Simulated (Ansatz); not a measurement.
**SnSe2 (P-3m1): convergence test of the k-point mesh**

A script is to give a convergence test of the k-point mesh; the system is SnSe2 (P-3m1).

Program: Ansatz 0.2.0, driven from Python. Level of theory: DFT PBE, plane waves, PAW. These are calculated values, not measurements.

## Step 1: Starting point

It takes space group P-3m1 (No. 164, trigonal). Conventional cell: a = 3.811 Å, b = 3.811 Å, c = 6.136 Å, α = 90.00°, β = 90.00°, γ = 120.00°. Sn (site symmetry -3m) is surrounded by 6 Se at 2.68 Å. Se (site symmetry 3m) is surrounded by 3 Sn at 2.68 Å.

The script holds or builds the structure itself.

## Step 2: The code

Contents of kconv_snse2.py:

```python
"""k-point test for SnSe2."""

import ansatz
import matplotlib.pyplot as plt


def main() -> None:
    structure = (
        ansatz.Lattice.from_parameters(3.811, 3.811, 6.136, alpha=90, beta=90, gamma=120)
        .space_group(164)
        .atom("Sn", (0.0, 0.0, 0.0))
        .atom("Se", (1 / 3, 2 / 3, 0.249))
    )

    calculation = (
        structure.calculation()
        .functional("PBE")
        .occupations("gaussian", width=0.01)  # the run then minimises F = E - TS
    )

    rows = []
    for value in [(3, 3, 2), (6, 6, 4), (12, 12, 4), (12, 12, 6)]:
        summary = calculation.kpoints(mesh=value).run(threads=1, pin="off").report
        rows.append((value, summary["free_energy_ev"] / len(summary["lattice"]["sites"]), summary["n_iterations"], summary["n_kpoints"]))

    print("        mesh   F/atom (eV)    iterations      k-points")
    for row in rows:
        print(f"{str(row[0]):>12s}  {row[1]:12.5f}  {row[2]:12d}  {row[3]:12d}")

    # the last row is the reference
    for row in rows[:-1]:
        shift = 1000 * (row[1] - rows[-1][1])
        print(f"{row[0]}: {shift:+.2f} meV/atom" + ("  (within 5 meV)" if abs(shift) < 5 else ""))
    plt.figure(figsize=(4.5, 3))
    plt.plot([str(row[0]) for row in rows], [1000 * (row[1] - rows[-1][1]) for row in rows], "o-")
    plt.xlabel("mesh")
    plt.ylabel("F - F(last) (meV/atom)")
    plt.tight_layout()
    plt.savefig("kconv.png", dpi=100)


if __name__ == "__main__":
    main()
```

## Step 3: What the engine is handed

The package turns the script's settings into the engine's input (first run):

```yaml
crystal:
  lattice:
    a: 3.811
    b: 3.811
    c: 6.136
    alpha: 90.0
    beta: 90.0
    gamma: 120.0
  space_group: 164
  atoms:
    - { symbol: Sn, position: [0.0, 0.0, 0.0] }
    - { symbol: Se, position: [0.3333333333333333, 0.6666666666666666, 0.249] }
kpoints:
  mp_grid:
    grid: [3, 3, 2]
hamiltonian:
  xc: pbe
scf:
  occupations:
    method: gaussian
    width: 0.01
```

## Step 4: Running it

Started as:

```sh
$ python kconv_snse2.py
```

Log:

```text
DeckWarning: basis.ecutwfc = 420 eV, auto-derived from the records' recommended cutoffs: set by Sn (normal level)
        mesh   F/atom (eV)    iterations      k-points
   (3, 3, 2)   -5654.29377             7             6
   (6, 6, 4)   -5654.42129             6            24
 (12, 12, 4)   -5654.42482             6            69
 (12, 12, 6)   -5654.42484             6           100
(3, 3, 2): +131.06 meV/atom
(6, 6, 4): +3.55 meV/atom  (within 5 meV)
(12, 12, 4): +0.02 meV/atom  (within 5 meV)
```

(Warnings from the package without file and line.)

It took 20 s on 1 thread of Arm Neoverse V1, shared host; peak memory 0.53 GiB.

## Step 5: Inputs of later runs

The engine's inputs for the other runs:

Run 2, against run 1:

```diff
@@ -15 +15 @@
-    grid: [3, 3, 2]
+    grid: [6, 6, 4]
```

Run 3, against run 1:

```diff
@@ -15 +15 @@
-    grid: [3, 3, 2]
+    grid: [12, 12, 4]
```

Run 4, against run 1:

```diff
@@ -15 +15 @@
-    grid: [3, 3, 2]
+    grid: [12, 12, 6]
```

## Step 6: Run by run

From the records of these 4 runs:

```
run       k mesh  energy from run 4 (meV/atom)  SCF cycles  CPU time (s)
  1    [3, 3, 2]                        131.06           7          0.93
  2    [6, 6, 4]                          3.55           6           2.3
  3  [12, 12, 4]                          0.02           6           6.3
  4  [12, 12, 6]                          0.00           6           8.9
```

## Step 7: What came out

| quantity | value |
| --- | --- |
| runs compared | 4 |
| last run but one, from the last | +0.02 meV/atom |
| within 5 meV/atom of the last run from | [6, 6, 4] |

**Reading.** From 6×6×4 on it stays within 5 meV an atom of the value at 12×12×6; the first row (3×3×2) is off by 131.1 meV and the last but one by 0.02 meV. Shifts are counted from the finest mesh, which is itself no proven limit.
